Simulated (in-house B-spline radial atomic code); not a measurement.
**Co⁴⁺: ionisation energy by several methods**

Aim: the ionisation energy of Co⁴⁺ by several methods, each as the difference of two self-consistent energies (Co⁴⁺ and the next ion, [Ar] 3d4).

Program: in-house B-spline radial atomic code version 1. Level of theory: Dirac-Coulomb, several functionals, exact exchange averaged over the configuration; spherical all-electron atom at the radial basis limit. These are calculated values, not measurements, unless marked.

## Step 1: The system

```
element       : cobalt (Z = 27)
charge        : +4
electrons     : 23
configuration : [Ar] 3d5
nucleus       : Fermi, rms radius 3.788 fm
```

Outer shells as boxes (Hund's rule):

[Ar] 3d5
```
[Ar] core
3d [↑ ][↑ ][↑ ][↑ ][↑ ]
```

The boxes only draw the filling; these runs are spin-restricted and spherical.

## Step 2: B97-1, a global hybrid

Settings, as recorded:

```ini
Z = 27
electrons = 23.0
configuration = [Ar] 3d5
hamiltonian = dirac
method = b97_1
spin_polarised = False
nucleus = fermi
rms_radius = 3.7875
mass_number = 59
atomic_mass = 58.933193524
speed_of_light = 137.035999084
exact_exchange = averaged over the configuration
```

Command:

```
$ python run_scf.py task.json out
```

The settings of every run stand in task.json; they run in order.

## Step 3: PBE0, a global hybrid

Settings: those of step 2 with these lines changed.

```diff
@@ -4,3 +4,3 @@
 hamiltonian = dirac
-method = b97_1
+method = pbe0
 spin_polarised = False
```

## Step 4: B3LYP, a global hybrid

Settings: those of step 3 with these lines changed.

```diff
@@ -4,3 +4,3 @@
 hamiltonian = dirac
-method = pbe0
+method = b3lyp
 spin_polarised = False
```

## Step 5: HSE06, a range-separated hybrid

Settings: those of step 4 with these lines changed.

```diff
@@ -4,3 +4,3 @@
 hamiltonian = dirac
-method = b3lyp
+method = hse06
 spin_polarised = False
```

The tabulated ionisation energy is 79.5 ± 0.2 eV (semi-empirical; NIST Atomic Spectra Database). What does each method give, and which comes nearest?

The runs gave:

| method | rung | total energy (hartree) | ΔSCF (eV) | with Breit, QED, recoil (eV) | −ε highest (eV) | corrected ΔSCF less tabulated (eV) |
| --- | --- | --- | --- | --- | --- | --- |
| B97-1 | global hybrid | -1389.0653 | 77.166 | 77.178 | 68.564 (3d5/2) | -2.322 |
| PBE0 | global hybrid | -1388.9202 | 77.175 | 77.187 | 69.124 (3d5/2) | -2.313 |
| B3LYP | global hybrid | -1389.1670 | 77.351 | 77.363 | 68.617 (3d5/2) | -2.137 |
| HSE06 | range-separated hybrid | -1388.9345 | 77.138 | 77.150 | 68.670 (3d5/2) | -2.350 |

**Reading.** The tabulated ionisation energy is 79.5 ± 0.2 eV (semi-empirical; NIST Atomic Spectra Database). B3LYP comes nearest (-2.137 eV) and HSE06 is farthest (-2.350 eV, 3.0 %). All methods miss on the same side by much the same amount, which points to something that they share. Open shells are averaged (over orientations, and over spins where the run is restricted), while tables refer to the lowest levels.
